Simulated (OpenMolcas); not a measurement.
**Nd²⁺ among point charges: CASSCF levels and susceptibility**

Aim: the splitting of the states of Nd²⁺ in the field of 7 point charges, its lowest levels with spin-orbit coupling and its magnetic susceptibility.

The numbers are computed with OpenMolcas 26.06 (state-averaged CASSCF, spin-orbit coupling by RASSI with atomic mean-field integrals), except any that are marked as measured or tabulated.

**1. The system**

* Species: Nd²⁺ (neodymium, Z = 60, 58 electrons)
* Basis: ANO-RCC-VDZP [7s6p4d2f1g], 68 functions
* Scalar Hamiltonian: DKH2, point nucleus
* Inactive shells: 1s 2s 2p 3s 3p 3d 4s 4p 4d 5s 5p
* Active space: 4 electrons in 7 orbitals (4f)
* Some configurations of this space: 4f4
* Orbitals: optimised for the highest spin of each parity, averaged over all roots

The outer shells:

4f4
```
4f [↑ ][↑ ][↑ ][↑ ][  ][  ][  ]
```

The ion sits among 7 point charges of -0.5 e arranged as a pentagonal bipyramid (D5h), 2.98 Å from the ion, with the axial distance 3.248 Å.

The work runs as a chain of OpenMolcas steps in one folder; each step below is one input file. Labels, J, g values, rates, χT and fits are worked out afterwards by a script from the matrices that RASSI stores.

**2. Basis and integrals**

a.inp reads:

```
&GATEWAY
Coord
1

Nd 0.0 0.0 0.0
Basis=ANO-RCC-VDZP
Group=NoSym
NoMove
AngMom=0.0 0.0 0.0
AMFI
XField
7 Angstrom 0
2.980000 0.000000 0.000000 -0.500000
0.920871 2.834148 0.000000 -0.500000
-2.410871 1.751600 0.000000 -0.500000
-2.410871 -1.751600 0.000000 -0.500000
0.920871 -2.834148 0.000000 -0.500000
0.000000 0.000000 3.248200 -0.500000
0.000000 0.000000 -3.248200 -0.500000
&SEWARD
```

The run is started by

```console
> OMP_NUM_THREADS=1 MOLCAS_MEM=2252 MOLCAS_PROJECT=a pymolcas a.inp > a.log
```

**3. CASSCF: quintets, 35 roots**

a.inp reads:

```
&RASSCF
FileOrb=start.orb
Symmetry=1
Spin=5
nActEl=4 0 0
Inactive=27
Ras2=7
CIRoot=35 35 1
SDav=35
CIMx=300
Iter=120 100
PrWF=0.3
OrbListing=Nothing
MaxOrb=0
>>> COPY $Project.JobIph JOB001
```

start.orb holds the contracted functions of the basis, ordered by shell, or the orbitals of the step before.

**4. CASSCF: triplets, 162 roots**

a.inp reads:

```
&RASSCF
FileOrb=start.orb
Symmetry=1
Spin=3
nActEl=4 0 0
Inactive=27
Ras2=7
CIRoot=162 162 1
SDav=210
CIMx=300
Iter=120 100
PrWF=0.3
OrbListing=Nothing
MaxOrb=0
CIOnly
>>> COPY $Project.JobIph JOB002
```

**5. Reference wave functions, singlets, 162 roots**

a.inp reads:

```
&RASSCF
FileOrb=start.orb
Symmetry=1
Spin=1
nActEl=4 0 0
Inactive=27
Ras2=7
CIRoot=162 162 1
SDav=196
CIMx=300
Iter=120 100
PrWF=0.3
OrbListing=Nothing
MaxOrb=0
CIOnly
>>> COPY $Project.JobIph JOB003
```

**6. RASSI: spin-orbit coupling between the states**

a.inp reads:

```
&RASSI
NrOfJobIphs=3 33 106 31
1 2 3 4 5 6 7 8 9 10 11 12 13 14 15 16 17 18 19 20 21 22 23 24 25 26 27
28 29 30 31 32 33
1 2 3 4 5 6 7 8 9 10 11 12 13 14 15 16 17 18 19 20 21 22 23 24 25 26 27
28 29 30 31 32 33 34 35 36 37 38 39 40 41 42 43 44 45 46 47 48 49 50 51
52 53 54 55 56 57 58 59 60 61 62 63 64 65 66 67 68 69 70 71 72 73 74 75
76 77 78 79 80 81 82 83 84 85 86 87 88 89 90 91 92 93 94 95 96 97 98 99
100 101 102 103 104 105 106
1 2 3 4 5 6 7 8 9 10 11 12 13 14 15 16 17 18 19 20 21 22 23 24 25 26 27
28 29 30 31
IphNames
JOB001
JOB002
JOB003
EJob
SpinOrbit
DIPRint=1.0
SOCoupling=1000.0
Subsets=2
Property=9
'ANGMOM' 1 'ANGMOM' 2 'ANGMOM' 3 'MLTPL  1' 1 'MLTPL  1' 2 'MLTPL  1' 3
'AMFI' 1 'AMFI' 2 'AMFI' 3
SOProperty=3
'ANGMOM' 1 'ANGMOM' 2 'ANGMOM' 3
```

What does the calculation give? Wanted: spin-free ground state; first state of the same spin within the active space; lowest level; next level.

**Answer**, as computed:

| quantity | value |
| --- | --- |
| method | CASSCF |
| spin-free ground state | quintet, 2-fold in its orbital part |
| first state of the same spin within the active space | quintet at 9.04 cm⁻¹ |
| lowest level | 2-fold, g = 0.00, 0.00, 4.81 |
| next level | 10.8 cm⁻¹ |
| χT at 300 K | 1.04 cm³ K/mol |
| effective moment at 300 K | 2.88 μB |

In words: The spin-free ground state (quintet) comes to 100 % from free-ion I terms and keeps the highest spin of the shell. The triplets, singlets rest on orbitals optimised for another spin in at least one step, which raises them against the optimised states. Not all states of the active space went into the spin-orbit step. High states of lower spin are left out of the spin-orbit mixing, and CASSCF puts spin-flip levels too high. This is an electrostatic model: the charges have no orbitals.
